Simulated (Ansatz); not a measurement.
# C₃H₉BO: up Jacob's ladder to CCSD(T)

The task here is to estimate one member of a computed series from the others.

Method: functionals in def2-TZVPP, the program's frozen cores in correlated methods; program: Ansatz 0.2.0, Gaussian basis.

The runs, in order: LDA (SPW92), PBE-D4, revPBE-D4, BLYP-D4, r2SCAN-D4, B97M-V, PBE0-D4, B3LYP-D4, r2SCANh-D4, r2SCAN0-D4, HSE06-D4, BHLYP-D4, CAM-B3LYP-D4, LC-ωPBE, ωB97X-V, ωB97M-V, B2PLYP, PBE-QIDH; CCSD(T)/def2-SVP; CCSD(T)/def2-TZVPP; MP2/def2-QZVPP; extrapolation to the limit; RPA on PBE.

## The geometry

An earlier PBE0-D4 in a triple-zeta def2 set relaxation fixed the geometry.

SMILES `[BH3-][O+]=C(C)C`, 14 atoms, charge 0, spin multiplicity 1.

Atoms are counted from 1 here; the program's logs count them from 0.

Bond lengths: B1–O2 1.588 Å, B1–H6 1.203 Å, B1–H7 1.217 Å, B1–H8 1.217 Å, O2–C3 1.233 Å, C3–C4 1.477 Å, C3–C5 1.484 Å, C4–H9 1.095 Å, C4–H10 1.088 Å, C4–H11 1.095 Å, C5–H12 1.094 Å, C5–H13 1.094 Å, C5–H14 1.088 Å. Angles: O2–B1–H6 104.6°, O2–B1–H7 105.4°, O2–B1–H8 105.4°, H6–B1–H7 114.3°, H6–B1–H8 114.3°, H7–B1–H8 111.7°, B1–O2–C3 124.1°, O2–C3–C4 121.3°, O2–C3–C5 118.4°, C4–C3–C5 120.3°, C3–C4–H9 108.4°, C3–C4–H10 112.6°, C3–C4–H11 108.4°, H9–C4–H10 111.3°, H9–C4–H11 104.7°, H10–C4–H11 111.2°, C3–C5–H12 109.4°, C3–C5–H13 109.4° and more.

Set-up of the first run:

in.yaml reads:

```yaml
crystal:
  periodic: [false, false, false]
  atoms:
    - {symbol: B, position_ang: [-1.846048, 0.323444, 0.922059]}
    - {symbol: O, position_ang: [-0.378335, -0.280300, 0.981178]}
    - {symbol: C, position_ang: [0.438883, -0.201210, 0.061425]}
    - {symbol: C, position_ang: [0.106038, 0.482184, -1.205162]}
    - {symbol: C, position_ang: [1.777590, -0.812082, 0.253295]}
    - {symbol: H, position_ang: [-2.330059, 0.048423, 1.988302]}
    - {symbol: H, position_ang: [-2.381828, -0.220206, -0.025657]}
    - {symbol: H, position_ang: [-1.697854, 1.516359, 0.732800]}
    - {symbol: H, position_ang: [-0.201855, 1.507316, -0.973918]}
    - {symbol: H, position_ang: [0.929609, 0.468595, -1.915624]}
    - {symbol: H, position_ang: [-0.788932, 0.012131, -1.626224]}
    - {symbol: H, position_ang: [1.953052, -1.556255, -0.529467]}
    - {symbol: H, position_ang: [2.547964, -0.044755, 0.130496]}
    - {symbol: H, position_ang: [1.858874, -1.272746, 1.235298]}
basis:
  gaussian: {orbitals: def2-TZVPP}
hamiltonian: {xc: lda}
output: {orbitals: {seedname: orbitals}}
```

The run is started by

```
$ ansatz run in.yaml --threads 4 --pin off --events-out ev --progress --plain --max-ram 10444MiB
```

Steps of the session up to this table: LDA; PBE-D4 (GGA); revPBE-D4 (GGA); BLYP-D4 (GGA); r2SCAN-D4 (meta-GGA); B97M-V (meta-GGA); PBE0-D4 (hybrid); B3LYP-D4 (hybrid); r2SCANh-D4 (hybrid); r2SCAN0-D4 (hybrid); HSE06-D4 (hybrid); BHLYP-D4 (hybrid); CAM-B3LYP-D4 (range-separated); LC-ωPBE (range-separated); ωB97X-V (range-separated); ωB97M-V (range-separated); B2PLYP (double hybrid); PBE-QIDH (double hybrid).

One of the session's tables, all rows but one given; the rest of the session is left out.

It belongs to the step «Frontier levels by functional». 

| functional | HOMO (eV) | LUMO (eV) | gap (eV) |
| --- | --- | --- | --- |
| LDA (SPW92) | -6.33 | -3.01 | 3.32 |
| PBE-D4 | ? | ? | ? |
| revPBE-D4 | -6.23 | -2.76 | 3.46 |
| BLYP-D4 | -6.19 | -2.73 | 3.46 |
| r2SCAN-D4 | -6.54 | -2.64 | 3.90 |
| B97M-V | -6.64 | -2.58 | 4.06 |
| PBE0-D4 | -7.61 | -1.79 | 5.82 |
| B3LYP-D4 | -7.43 | -2.05 | 5.37 |
| r2SCANh-D4 | -7.04 | -2.25 | 4.78 |
| r2SCAN0-D4 | -7.80 | -1.67 | 6.13 |
| HSE06-D4 | -7.20 | -2.18 | 5.03 |
| BHLYP-D4 | -8.93 | -0.58 | 8.34 |
| CAM-B3LYP-D4 | -9.07 | -0.60 | 8.47 |
| LC-ωPBE | -10.46 | 0.60 | 11.06 |
| ωB97X-V | -10.11 | 0.53 | 10.64 |
| ωB97M-V | -9.96 | 0.45 | 10.40 |

**Question.** Estimate the row for PBE-D4.

The run gave: HOMO (eV): -6.27; LUMO (eV): -2.84; gap (eV): 3.43. In the column «HOMO (eV)» it lies between LDA (SPW92) (-6.33) and revPBE-D4 (-6.23).
